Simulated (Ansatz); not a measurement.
# TaF3 (Pm-3m): one cell, many starting occupations (series 2), part 1 of 2

Task: map the metastable states of TaF3 (Pm-3m) by varying the start. Cell and atoms stay fixed.

Computed with Ansatz 0.2.0 (DFT PBEsol+U (U_eff = 3 eV on Ta d), plane waves, PAW, no spin–orbit coupling unless a run says so, unless a step's input says otherwise).

## 1. The system as given

Symmetry: Pm-3m, No. 221, cubic system. Conventional cell: a = 3.901 Å, b = 3.901 Å, c = 3.901 Å, α = 90.00°, β = 90.00°, γ = 90.00°. Around Ta (site symmetry m-3m) lie 6 F at 1.95 Å. F (site symmetry 4/mmm) has 2 Ta at 1.95 Å as nearest neighbours.

As a file:

```xyz
4
Lattice="3.9012 0.0000 0.0000 0.0000 3.9012 0.0000 0.0000 0.0000 3.9012" Properties=species:S:1:pos:R:3 pbc="T T T"
Ta    0.0000    0.0000    0.0000
F     1.9506    0.0000    0.0000
F     0.0000    1.9506    0.0000
F     0.0000    0.0000    1.9506
```

Magnetic order typed: ferromagnetic.

The runs: random orbitals: single harmonics, second filling; random orbitals: fully mixed, first filling; random orbitals: single harmonics, first filling; random orbitals: fully mixed, one electron fewer; random orbitals: drawn by pairs, first filling.

An earlier series on this cell reached its lowest free state from «from atoms, default search», perhaps among other starts.

## 2. Random orbitals: single harmonics, second filling

The input, input.yaml:

```yaml
crystal:
  lattice:
    - [3.90120059, 0.0, 0.0]
    - [0.0, 3.90120059, 0.0]
    - [0.0, 0.0, 3.90120059]
  atoms:
    - { symbol: Ta, position: [0.0, 0.0, 0.0], spin: 0.3 }
    - { symbol: F, position: [0.5, 0.0, 0.0] }
    - { symbol: F, position: [0.0, 0.5, 0.0] }
    - { symbol: F, position: [0.0, 0.0, 0.5] }
basis:
  ecutwfc: 420
  ecutrho_ratio: 4
kpoints:
  mp_grid: { grid: [5, 5, 5] }
hamiltonian:
  xc: pbesol
  hubbard:
    sites:
      - { site: 0, l: d, u_eff: 3.0, starting_ns: [{ spin: up, occupation_matrix: s0up }, { spin: down, occupation_matrix: s0down }] }
    occupation_matrices:
      s0up:
        matrix:
          - [0.97, 0.0, 0.0, 0.0, 0.0]
          - [0.0, 0.02, 0.0, 0.0, 0.0]
          - [0.0, 0.0, 0.02, 0.0, 0.0]
          - [0.0, 0.0, 0.0, 0.02, 0.0]
          - [0.0, 0.0, 0.0, 0.0, 0.02]
      s0down:
        matrix:
          - [0.02, 0.0, 0.0, 0.0, 0.0]
          - [0.0, 0.02, 0.0, 0.0, 0.0]
          - [0.0, 0.0, 0.97, 0.0, 0.0]
          - [0.0, 0.0, 0.0, 0.02, 0.0]
          - [0.0, 0.0, 0.0, 0.0, 0.02]
    ns_hold: { iters: 12 }
scf:
  occupations: { method: gaussian, width: 0.05 }
  lower_state_search: "off"
  max_iter: 150
output:
  forces: true
  stress: true
  eigenvalues: true
  populations: true
  hubbard: { sites: [{ site: 0, l: d }] }
magnetization:
  spin_polarized: true
```

The typed matrices put 0.97 on the chosen orbitals and 0.02 on the others, and are held for 12 cycles.

Run with:

```sh
$ ansatz run input.yaml --threads 2 --pin off --max-ram 3072MiB --backend cpu --events-out ev --progress --plain --runs-dir out
```

The log of the run, shortened:

```text
Warning: crystal.symmetry: narrowed to the stabiliser of the occupation matrices — unitary ops 48 → 8; lowered by the specified shell (site 0, l: d); largest admitted image defect 4.4e-16, smallest excluded 7.1e-1 — at a splitting's scale: the group the occupation matrices' own texture admits
Warning: RAYON_NUM_THREADS=2 ignored (pool sized by the plan → 2); use --threads N
Ta: projections on atomic orbitals take those of the free atom [Kr 4d10 4f14] 5s2 5p6 5d3 6s2, of charge +0.00 (hamiltonian.pseudopotentials.projection_atoms); the dataset's partial waves leave at most 6.0e-5 of an orbital's norm unspanned inside its sphere
F: projections on atomic orbitals take those of the free atom [He] 2s2 2p5, of charge +0.00 (hamiltonian.pseudopotentials.projection_atoms); the dataset's partial waves leave at most 1.6e-8 of an orbital's norm unspanned inside its sphere
[...]
Pseudopotentials: kind: paw
Pseudopotential: Ta, paw, valence charge 13, recommended cutoff 420 eV (normal), Ta.paw.azcp
Pseudopotential: F, paw, valence charge 7, recommended cutoff 420 eV (normal), F.paw.azcp
Functional definition: PBEsol
[...]
Crystal: 4 atoms, lattice volume = 59.374 Å³
Basis set: ecut = 420 eV, 1189 PW (Γ), exchange–correlation on 54×54×54 points (8 copies of the dense FFT grid, shifted against one another)
Bands: 22, of which v1, the nominal top of the filled ones, is band 17 counted from 1 (16 counted from 0)
Symmetry: 8 space group operations
k-points: 27 of 125
[...]
Starting moments: Σ|m| = 0.3 μB on 1 of 4 sites
[...]
WARN: hamiltonian.hubbard: on 2 of 2 specified blocks the occupation matrix of this SCF's result fails the test of the specified filling. At site 0 ↑ (sites count from 0 in the list of atoms of the cell that this SCF solves) the least filled combination of the orbitals specified full has [...]
  site 0 (l=d) ↑: largest change of an orbital's occupation 0.7604; electrons 1.0500 specified, 0.7362 found; spectral distance 0.7971
  site 0 (l=d) ↓: largest change of an orbital's occupation 0.6871; electrons 1.0500 specified, 2.6379 found; spectral distance 0.9589
--- Forces (eV/Å), atoms counted from 1 ---
  atom   1  Ta    -0.00000000     0.00000000     0.00000000
  atom   2  F      0.00000000     0.00000000     0.00000000
  atom   3  F     -0.00000000     0.00000000     0.00000000
  atom   4  F      0.00000000     0.00000000     0.00000000
[...]
--- Stress (GPa, compression-positive) ---
       25.844180       0.000000       0.000000
        0.000000      29.840486       0.000000
        0.000000       0.000000      28.475767
  P = ⅓ Tr σ = 28.0535 GPa (280.535 kbar)
--- Band table (eV; the first three rows and the last of 54) ---
[... band rows left out ...]
[...]
Occupation matrices written to <dir>
--- Löwdin populations: 4 sites ---
  site symbol       q [e]    m [muB]
     0     Ta     11.6666    -1.9249
     1      F      7.3995     0.0015
     2      F      7.4128    -0.0234
     3      F      7.4087    -0.0156
  spilling = 0.003306 (of n_electrons = 34.000000)
--- Occupation matrices: 1 shell (run DFT+U table (all-electron-ortho-atomic); ε = 1.48e-3) ---
  Ta0 d_5D: site group Oh (m-3m)
  Ta0 d_5D up     Tr n = 0.7362  λ = 0.106 0.106 0.106 0.209 0.210  [3× xz 0.33 (T2g 1.00) T2g(1.00) | 2× z2 0.50 (Eg 1.00) Eg(1.00)]
  Ta0 d_5D dn     Tr n = 2.6379  λ = 0.221 0.221 0.617 0.707 0.871  [2× z2 0.50 (Eg 1.00) Eg(1.00) | xz 1.00 (T2g 1.00) T2g(1.00) | xy 1.00 (T2g 1.00) T2g(1.00) | yz 1.00 (T2g 1.00) T2g(1.00)]
  specified occupation → Ta0 d_5D up: matrix, ‖Δ‖_F = 0.7976, Tr Δ = +0.3138, displaced = 0.6035, d_λ = 0.7971; orbital distance = 0.7071
  specified occupation → Ta0 d_5D dn: matrix, ‖Δ‖_F = 0.9589, Tr Δ = -1.5879, displaced = 0.8925, d_λ = 0.9589; orbital distance = 0.0000
  Tr n, λ and their labels are of the run-group-symmetrised matrices; stabiliser: 8 of 96 elements of G0×{1,Θ} (closed), max defect 5.8e-16 at τ = 3.1e-4
```

Wall time 16 s (2 threads of Arm Neoverse N1, shared host); peak memory 0.38 GiB.

It ends with no gap, pressure 28.1 GPa, moments in spheres Ta -0.76 μB, largest force component 0.00 eV/Å, 8 symmetry operations imposed. The program reports that the typed filling wasn't kept.

How the shells are filled (orbitals counted by the eigenvalues of the occupation matrices):

```
         shell  channel  electrons  over 0.8  0.2 to 0.8  under 0.2
Ta 5d (atom 1)       up       0.74         0           2          3
Ta 5d (atom 1)     down       2.64         1           4          0
```

## 3. Random orbitals: fully mixed, first filling

input.yaml, as its differences from that of step 2:

```diff
@@ -6,3 +6,3 @@
   atoms:
-    - { symbol: Ta, position: [0.0, 0.0, 0.0], spin: 0.3 }
+    - { symbol: Ta, position: [0.0, 0.0, 0.0], spin: 2.0 }
     - { symbol: F, position: [0.5, 0.0, 0.0] }
@@ -23,3 +23,10 @@
         matrix:
-          - [0.97, 0.0, 0.0, 0.0, 0.0]
+          - [0.28979, -0.23527, -0.32423, -0.12621, 0.08434]
+          - [-0.23527, 0.88623, -0.1308, -0.01025, 0.00074]
+          - [-0.32423, -0.1308, 0.66834, 0.22692, -0.14783]
+          - [-0.12621, -0.01025, 0.22692, 0.10093, -0.05297]
+          - [0.08434, 0.00074, -0.14783, -0.05297, 0.05471]
+      s0down:
+        matrix:
+          - [0.02, 0.0, 0.0, 0.0, 0.0]
           - [0.0, 0.02, 0.0, 0.0, 0.0]
@@ -28,10 +35,3 @@
           - [0.0, 0.0, 0.0, 0.0, 0.02]
-      s0down:
-        matrix:
-          - [0.02, 0.0, 0.0, 0.0, 0.0]
-          - [0.0, 0.02, 0.0, 0.0, 0.0]
-          - [0.0, 0.0, 0.97, 0.0, 0.0]
-          - [0.0, 0.0, 0.0, 0.02, 0.0]
-          - [0.0, 0.0, 0.0, 0.0, 0.02]
-    ns_hold: { iters: 12 }
+    ns_hold: until_converged
 scf:
```

The typed matrices are held until the SCF converges, then released.

Run with:

```sh
$ ansatz run input.yaml --threads 2 --pin off --max-ram 3072MiB --backend cpu --events-out ev --progress --plain --runs-dir out
```

The log of the run, shortened:

```text
Warning: crystal.symmetry: narrowed to the stabiliser of the occupation matrices — unitary ops 48 → 2; lowered by the specified shell (site 0, l: d); largest admitted image defect 4.4e-16, smallest excluded 2.5e-1 — at a splitting's scale: the group the occupation matrices' own texture admits
Warning: RAYON_NUM_THREADS=2 ignored (pool sized by the plan → 2); use --threads N
Ta: projections on atomic orbitals take those of the free atom [Kr 4d10 4f14] 5s2 5p6 5d3 6s2, of charge +0.00 (hamiltonian.pseudopotentials.projection_atoms); the dataset's partial waves leave at most 6.0e-5 of an orbital's norm unspanned inside its sphere
F: projections on atomic orbitals take those of the free atom [He] 2s2 2p5, of charge +0.00 (hamiltonian.pseudopotentials.projection_atoms); the dataset's partial waves leave at most 1.6e-8 of an orbital's norm unspanned inside its sphere
[...]
[... 4 set-up lines as earlier in the session ...]
[...]
Crystal: 4 atoms, lattice volume = 59.374 Å³
[...]
WARN: hamiltonian.hubbard: on 1 of 2 specified blocks the occupation matrix of this SCF's result fails the test of the specified filling. At site 0 ↑ (sites count from 0 in the list of atoms of the cell that this SCF solves) the least filled combination of the orbitals specified full has [...]
        0.000023      26.641810       0.000074
       -0.437373       0.000074      32.034145
  P = ⅓ Tr σ = 28.5880 GPa (285.880 kbar)
--- Band table (eV; the first three rows and the last of 126) ---
[... band rows left out ...]
[...]
Occupation matrices written to <dir>
--- Löwdin populations: 4 sites ---
  site symbol       q [e]    m [muB]
     0     Ta     11.6525     1.9044
     1      F      7.4059     0.0095
     2      F      7.4047     0.0070
     3      F      7.4210     0.0391
  spilling = 0.003406 (of n_electrons = 34.000000)
--- Occupation matrices: 1 shell (run DFT+U table (all-electron-ortho-atomic); ε = 7.68e-3) ---
  Ta0 d_5D: site group Oh (m-3m)
  Ta0 d_5D up     Tr n = 2.6202  λ = 0.221 0.221 0.452 0.854 0.872  [2× z2 0.50 (Eg 1.00) Eg(1.00) | xy 0.93 (T2g 1.00) T2g(1.00) | yz 0.93 (T2g 1.00) T2g(1.00) | xz 1.00 (T2g 1.00) T2g(1.00)]
  Ta0 d_5D dn     Tr n = 0.7392  λ = 0.105 0.106 0.108 0.209 0.211  [3× yz 0.33 (T2g 1.00) T2g(1.00) | 2× z2 0.50 (Eg 1.00) Eg(1.00)]
  specified occupation → Ta0 d_5D up: matrix, ‖Δ‖_F = 0.8624, Tr Δ = -0.6202, displaced = 0.8947, d_λ = 0.5396; orbital distance = 0.8657
  specified occupation → Ta0 d_5D dn: matrix, ‖Δ‖_F = 0.3075, Tr Δ = -0.6392, displaced = 0.3196, d_λ = 0.3075; orbital distance = 0.0000
  Tr n, λ and their labels are of the run-group-symmetrised matrices; stabiliser: 4 of 96 elements of G0×{1,Θ} (closed), max defect 4.6e-5 at τ = 1.6e-3
```

Caution: the run may have ended on a state that is not the lowest.

Run time: 58 s. Hardware: 2 threads of Arm Neoverse N1, shared host; peak memory 0.47 GiB.

Result: no gap, pressure 28.6 GPa, moments in spheres Ta 0.76; F 0.05 μB, largest force component 0.00 eV/Å, 2 symmetry operations imposed. The program reports that the typed filling wasn't kept. It flags that the state may be a saddle point.

How the shells are filled (orbitals counted by the eigenvalues of the occupation matrices):

```
         shell  channel  electrons  over 0.8  0.2 to 0.8  under 0.2
Ta 5d (atom 1)       up       2.62         2           3          0
Ta 5d (atom 1)     down       0.74         0           2          3
```

(Continued in part 2 of 2.)
